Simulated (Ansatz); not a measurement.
WSeS, space group P-3m1, a scan of one input key

Program: Ansatz's Python interface.

At the Python prompt:
```pycon
>>> import warnings
>>> import ansatz as az
>>> XC = "r2scan"
>>> K_SPACING = 0.26
>>> SMEARING = "Fermi-Dirac"
>>> warnings.simplefilter("ignore", az.DeckWarning)
>>> lattice = az.Lattice.of(
...     (3.248113, 0.0, 0.0),
...     (-1.624057, 2.812948, 0.0),
...     (0.0, 0.0, 13.458763),
... )
>>> sites = [
...     ("W", (1 / 3, 2 / 3, 0.256847)),
...     ("W", (2 / 3, 1 / 3, 0.743153)),
...     ("Se", (1 / 3, 2 / 3, 0.869276)),
...     ("Se", (2 / 3, 1 / 3, 0.130724)),
...     ("S", (2 / 3, 1 / 3, 0.370238)),
...     ("S", (1 / 3, 2 / 3, 0.629762)),
... ]
>>> wses = az.Crystal(lattice=lattice)
>>> for symbol, position in sites:
...     wses = wses.atom(symbol, position)
...
>>> model = wses.calculation()
>>> model = model.functional(XC).pseudopotentials("paw")
>>> model = model.kpoints(spacing=K_SPACING)
>>> model = model.occupations(SMEARING, width=100 * az.meV)
>>> model = model.band_table()
>>> typed = model.input()
>>> rows = []
>>> for value in [4, 6, 9]:
...     edited = typed.set(az.key.basis.ecutrho_ratio, value)
...     r = az.Session.from_dict(edited).plan().execute().report
...     rows.append((value, r["free_energy_ev"], r["n_iterations"], len(r["eigenvalues_ev"][0]) if "eigenvalues_ev" in r else 0))
...
>>> for row in rows:
...     print("; ".join(f"{name} = {round(v, 4) if isinstance(v, float) else v}" for name, v in zip(["density ratio", "F eV", "iterations", "bands listed"], row)))
...
density ratio = 4; F eV = -33566.9757; iterations = 8; bands listed = 44
density ratio = 6; F eV = -33566.9757; iterations = 8; bands listed = 44
density ratio = 9; F eV = -33566.9757; iterations = 8; bands listed = 44
```

Caveats:
- Absolute energies stand on the zero of these potentials, so only differences at equal settings mean something. A total without «per atom» is that of the whole cell that was run.
- No spin polarisation was allowed.
- Spin-orbit coupling, which matters for elements this heavy, is left out.
- The structure comes from a database of computed cells and needn't be a stable or known phase.
- The whole script took 40 s on 1 thread of Arm Neoverse V2, with other jobs on the host, peak memory 1.2 GiB.
